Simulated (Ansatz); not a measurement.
Runs of Ansatz 0.2.0 on CoO. The structure is cubic, space group Fm-3m (No. 225). The conventional cell has a = 4.263 Å, b = 4.263 Å, c = 4.263 Å, α = 90.00°, β = 90.00°, γ = 90.00°. Around Co (site symmetry m-3m) lie 6 O at 2.13 Å. O (site symmetry m-3m) is surrounded by 6 Co at 2.13 Å. 

```tsv
task	level	spin	cell	gap on the mesh (eV)	pressure (GPa)	moment (μB)	relaxed volume (Å³/atom)
relaxation of cell and atoms	BLYP	collinear, ferromagnetic start	relaxed	none	0.0	2.89	(b)
relaxation of cell and atoms	PBEsol	collinear, ferromagnetic start	relaxed	none	0.0	2.80	9.08
single point	PBE	off	as given	none	-19.5	-	-
relaxation of cell and atoms	RPBE	collinear, ferromagnetic start	relaxed	none	0.0	(a)	(c)
single point	PBE	collinear, random start	as given	none	-1.9	2.93	-
```

Alike in all rows: potentials or basis Ansatz PAW; k mesh 11 × 11 × 11; cutoff (eV) 420; smearing fermi-dirac 0.05 eV.

**Question.** Fill in the values left out.

**Answer.** (a) 2.98; (b) 9.98; (c) 9.93.

Caveats: semilocal functionals often make such compounds metallic where correlation or magnetic order opens a gap, which also shifts bond lengths; a cell with one magnetic atom can't hold antiferromagnetic order, which such compounds often take (some runs); the plane-wave basis is chosen anew once the cell has moved, so the energies of steps on either side of that aren't comparable (some runs); the PAW data sets come from PBE, with cores solved anew for the run's functional, which leaves a small shift of forces and pressure (some runs); an odd number of electrons without spin polarisation forces a metal (some runs); a magnetic or distorted state may lie lower (some runs).

A gap of «none» marks a metal or a gap under the smearing width.
